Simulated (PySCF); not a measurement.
# GeF with other numerical set-ups

Aim: see how much the energy and properties of GeF depend on the numerical set-up.

The runs use PySCF 2.14.0; each script names its method and basis.

4 further runs of the same task are left out: 4 that didn't finish.

**1. Starting geometry**

GeF: 2 atoms, charge 0, spin multiplicity 2.

Bond lengths: Ge1–F2 1.775 Å.

**2. The base run**

File input.py:

```python
from pyscf import gto, scf

mol = gto.M(
    atom='Ge 0 0 0; F 0 0 1.775',
    basis='aug-cc-pvdz',
    charge=0,
    spin=1,
    verbose=4,
)
mf = scf.UHF(mol)
mf = mf.density_fit(auxbasis='def2-universal-jkfit')
mf.kernel()
mf.nuc_grad_method().kernel()
mf.dip_moment()
print('orbital energies (hartree):', [e[max(0, n-3):n+3].round(4) for e, n in zip(mf.mo_energy, mol.nelec)])
```

Run with:

```console
$ python input.py
```

Its log is not repeated here.

Base result: E(SCF) = -2174.795972 Eh, 11 cycles, ⟨S²⟩ = 0.766, μ = 2.20 D, gradient on the second atom 0.0096 Eh/bohr.

The bond length is a typed value, not an optimised one.

**3. Spin-free X2C on**

Run 1 changes spin-free X2C: off → on.

File input.py:

```python
from pyscf import gto, scf

mol = gto.M(
    atom='Ge 0 0 0; F 0 0 1.775',
    basis='aug-cc-pvdz',
    charge=0,
    spin=1,
    verbose=4,
)
mf = scf.UHF(mol)
mf = mf.sfx2c1e()
mf = mf.density_fit(auxbasis='def2-universal-jkfit')
mf.kernel()
mf.nuc_grad_method().kernel()
mf.dip_moment()
print('orbital energies (hartree):', [e[max(0, n-3):n+3].round(4) for e, n in zip(mf.mo_energy, mol.nelec)])
```

Run with:

```console
$ python input.py
```

**4. Cc-pvdz**

Run 2 changes basis set: aug-cc-pvdz → cc-pvdz.

input.py: that of step 2 with these lines changed.

```diff
@@ -4,3 +4,3 @@
     atom='Ge 0 0 0; F 0 0 1.775',
-    basis='aug-cc-pvdz',
+    basis='cc-pvdz',
     charge=0,
```

**5. Crenbl (core potential on)**

Run 3 changes basis set: aug-cc-pvdz → crenbl; core potential: off → on. The core potential changes with it: totals don't compare.

input.py: that of step 2 with these lines changed.

```diff
@@ -4,3 +4,4 @@
     atom='Ge 0 0 0; F 0 0 1.775',
-    basis='aug-cc-pvdz',
+    basis='crenbl',
+    ecp={'Ge': 'crenbl', 'F': 'crenbl'},
     charge=0,
```

**6. 6-31g***

Run 4 changes basis set: aug-cc-pvdz → 6-31g*.

input.py: that of step 2 with these lines changed.

```diff
@@ -4,3 +4,3 @@
     atom='Ge 0 0 0; F 0 0 1.775',
-    basis='aug-cc-pvdz',
+    basis='6-31g*',
     charge=0,
```

Before running it: what results should come out? Wanted: for each run, E(SCF); from base; gap, α spin; SCF dipole.

The runs gave:

```csv
run,E(SCF) (hartree),from base (eV),cycles,"gap, α spin (eV)",SCF dipole (D),functions
base,-2174.795972,0,11,7.63,2.20,59
spin-free X2C on,-2191.993419,-467.9664,11,7.66,2.27,59
cc-pvdz,-2174.778422,+0.4776,11,7.92,2.38,41
crenbl (core potential on),-117.640192,not comparable,12,7.61,3.08,48
6-31g*,-2174.515902,+7.6211,12,7.82,2.21,46
```

What this shows: The largest comparable shift of the SCF energy, -467.966 eV, comes with the run “spin-free X2C on”. Scalar relativity lowers the total energy by 467.97 eV, nearly all of it in the inner shells; a basis contracted without relativity catches only part of it. cc-pvdz (41 functions) gives an energy 0.48 eV higher than aug-cc-pvdz (59). 6-31g* (46 functions) gives an energy 7.62 eV higher than aug-cc-pvdz (59).
